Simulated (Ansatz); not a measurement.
# C8H14: basis-set convergence

One table from this session's results is given with a row withheld; the runs are named, their logs left out.

Computed with Ansatz 0.2.0, Gaussian basis. Level: one geometry, several basis sets.

Plan: PBE0-D4/def2-SVP; ωB97M-V/def2-SVP; PBE0-D4/def2-QZVPP; ωB97M-V/def2-QZVPP; the functionals' def2-TZVPP values are taken from earlier runs.

**Structure used throughout**

All runs share one geometry, relaxed beforehand with PBE0-D4 in a triple-zeta def2 set.

22 atoms, charge 0, spin multiplicity 1.

Atoms are counted from 1 here; the program's logs count them from 0.

Bond lengths: C1–C2 1.201 Å, C1–H9 1.064 Å, C2–C3 1.454 Å, C3–C4 1.530 Å, C3–H10 1.096 Å, C3–H11 1.095 Å, C4–C5 1.518 Å, C4–H12 1.095 Å, C4–H13 1.095 Å, C5–C6 1.520 Å, C5–H14 1.098 Å, C5–H15 1.094 Å, C6–C7 1.523 Å, C6–H16 1.098 Å, C6–H17 1.096 Å, C7–C8 1.520 Å, C7–H18 1.095 Å, C7–H19 1.097 Å and more. Angles: C2–C1–H9 179.6°, C1–C2–C3 178.9°, C2–C3–C4 113.2°, C2–C3–H10 108.9°, C2–C3–H11 108.7°, C4–C3–H10 109.6°, C4–C3–H11 109.8°, H10–C3–H11 106.4°, C3–C4–C5 113.4°, C3–C4–H12 108.2°, C3–C4–H13 108.9°, C5–C4–H12 109.8°, C5–C4–H13 109.6°, H12–C4–H13 106.7°, C4–C5–C6 112.7°, C4–C5–H14 109.3°, C4–C5–H15 108.8°, C6–C5–H14 109.3° and more.

The first run:

Input file in.yaml:

```yaml
crystal:
  periodic: [false, false, false]
  atoms:
    - {symbol: C, position_ang: [1.440894, -0.253029, -3.378929]}
    - {symbol: C, position_ang: [1.829691, -0.629877, -2.307134]}
    - {symbol: C, position_ang: [2.274760, -1.093523, -1.003186]}
    - {symbol: C, position_ang: [1.125191, -1.320615, -0.019616]}
    - {symbol: C, position_ang: [0.358610, -0.053715, 0.314838]}
    - {symbol: C, position_ang: [-0.795993, -0.300712, 1.272230]}
    - {symbol: C, position_ang: [-1.543893, 0.959346, 1.688562]}
    - {symbol: C, position_ang: [-2.256201, 1.662803, 0.544408]}
    - {symbol: H, position_ang: [1.102770, 0.080389, -4.331120]}
    - {symbol: H, position_ang: [2.975561, -0.360826, -0.586557]}
    - {symbol: H, position_ang: [2.840443, -2.021712, -1.134151]}
    - {symbol: H, position_ang: [1.539087, -1.755829, 0.896391]}
    - {symbol: H, position_ang: [0.440623, -2.065027, -0.439392]}
    - {symbol: H, position_ang: [1.045642, 0.680138, 0.756481]}
    - {symbol: H, position_ang: [-0.008356, 0.391503, -0.614806]}
    - {symbol: H, position_ang: [-1.501680, -1.003310, 0.810790]}
    - {symbol: H, position_ang: [-0.413489, -0.801399, 2.169608]}
    - {symbol: H, position_ang: [-2.276156, 0.695921, 2.458926]}
    - {symbol: H, position_ang: [-0.840791, 1.653284, 2.164495]}
    - {symbol: H, position_ang: [-1.554773, 2.026003, -0.209985]}
    - {symbol: H, position_ang: [-2.956602, 0.986663, 0.045018]}
    - {symbol: H, position_ang: [-2.825329, 2.523523, 0.903140]}
basis:
  gaussian: {orbitals: def2-SVP}
hamiltonian: {xc: pbe0, dispersion: d4}
output: {orbitals: {seedname: orbitals}}
```

Run with:

```
> ansatz run in.yaml --threads 2 --pin off --events-out ev --progress --plain --max-ram 32768MiB --backend cpu
```

Among the steps run: PBE0-D4 in def2-SVP; ωB97M-V in def2-SVP; PBE0-D4 in def2-QZVPP; ωB97M-V in def2-QZVPP.

One table of the session follows, with a row left open; its other results are not shown here.

It belongs to the step «Density functionals: the series». 

```
functional       basis  HOMO (eV)  LUMO (eV)
   PBE0-D4    def2-SVP      -7.57       1.34
   PBE0-D4  def2-TZVPP      -7.62       0.94
   PBE0-D4  def2-QZVPP      -7.63       0.62
   ωB97M-V    def2-SVP      -9.84       3.23
   ωB97M-V  def2-TZVPP          ?          ?
   ωB97M-V  def2-QZVPP      -9.91       1.80
```

Q: Estimate the row for ωB97M-V, def2-TZVPP from the others.

As computed: HOMO (eV): -9.90; LUMO (eV): 2.51. In the column «HOMO (eV)» it lies between ωB97M-V, def2-QZVPP (-9.91) and ωB97M-V, def2-SVP (-9.84).
